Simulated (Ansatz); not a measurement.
# MoC (singlet): from Hartree-Fock to the top rungs, def2-SVP

An exercise on one series of results from a longer session: the logs are not shown, and one member is left open.

Program: Ansatz 0.2.0, Gaussian basis. Level of theory: def2-SVP, core rule «outside noble gas», up to 5 orbitals frozen. These are calculated values, not measurements.

Plan: UHF; CCSD(T) on RHF; CCSD(T) on UHF; CISD; CCSDT(Q) on RHF; CCSDT(Q) on UHF; CASSCF and MRCISD+Q, 10 electrons in 10 orbitals; CASSCF and MRCISD+Q(relaxed), 10 electrons in 10 orbitals; CASSCF and NEVPT2, 10 electrons in 10 orbitals.

18 further runs of the same task are left out: 4 for a known fault of the program, 1 for a mislabelled method, 6 that didn't finish, 7 set aside as unsound or not needed.

**The system**

The geometry is a PBE0/def2-TZVP stationary point (not a proven minimum) of the parent state, kept for this charge and spin. No spin-orbit coupling is included. Elements past krypton take def2 core potentials.

2 atoms, charge 0, spin multiplicity 1.

Atoms are counted from 1 here; the program's logs count them from 0.

Bond lengths: Mo1–C2 1.654 Å.

Set-up of the first run:

in.yaml

```yaml
crystal:
  periodic: [false, false, false]
  atoms:
    - {symbol: Mo, position_ang: [0.000000, 0.000000, 0.000000]}
    - {symbol: C, position_ang: [0.000000, 0.000000, 1.653600]}
basis:
  gaussian: {orbitals: def2-SVP}
magnetization: {spin_polarized: true, initial_magnetization: 0}
hamiltonian: {xc: hf}
output: {orbitals: {seedname: orbitals}}
```

Run with:

```bash
$ ansatz run in.yaml --threads 1 --pin off --events-out ev --progress --plain --max-ram 2393MiB
```

Steps of the session up to this table: UHF; CCSD(T) on RHF; CCSD(T) on UHF; CISD; CCSDT(Q) on RHF; CCSDT(Q) on UHF; CASSCF and MRCISD+Q, 10 electrons in 10 orbitals; CASSCF and MRCISD+Q(relaxed), 10 electrons in 10 orbitals; CASSCF and NEVPT2, 10 electrons in 10 orbitals.

One of the session's tables, all rows but one given; the rest of the session is left out.

```
                   method  from RCCSDT(Q) (kJ/mol)
                      RHF                   +837.1
                     RMP2                    -16.6
                     UMP2                    -71.6
                    RCCSD                    +61.8
                    UCCSD                    -11.4
                 RCCSD(T)                    +11.8
                 UCCSD(T)                    -69.5
                   RCCSDT                    +11.8
                   UCCSDT                    -80.0
                RCCSDT(Q)                        0
                UCCSDT(Q)                    -91.8
           CASSCF valence                   +370.2
           NEVPT2 valence                        ?
           MRCISD valence                    +24.1
         MRCISD+Q valence                     +4.2
MRCISD+Q(relaxed) valence                     +2.4
```

Q: Estimate the row for NEVPT2 valence from the others.

As computed: from RCCSDT(Q) (kJ/mol): +70.4. In the column «from RCCSDT(Q) (kJ/mol)» it lies between RCCSD (+61.8) and CASSCF valence (+370.2).

Among the levels timed on like hardware and quicker than the yardstick, those that no quicker one beats, quickest first: RCCSD(T) (4.7 s, +11.8 kJ/mol).

Not comparable, so not listed: CISD (they don't share determinant, frozen orbitals or solution with the rows shown, or repeat one).

Limits of these values: The determinant is far from a pure spin state, so its energy mixes those of several spin states (harmless only where they are near-degenerate, as at dissociation). Left out of the table: UHF (another determinant or state than the rows shown). The program flags UCCSD(T), UCCSDT(Q) as in doubt, so those rows may rest on another solution; read them beside their warnings. With 2.1 effectively unpaired electrons against 0 the state is strongly multireference. Warnings: restricted reference is unstable; spin contamination; coupled cluster took another determinant than the lowest; large T1 diagnostic. Restricted and unrestricted rows rest on different reference determinants; where their highest levels disagree by more than a few hundredths of an eV, they describe different states and don't form one ladder. Warnings in the runs' records: other amplitudes, large difference.
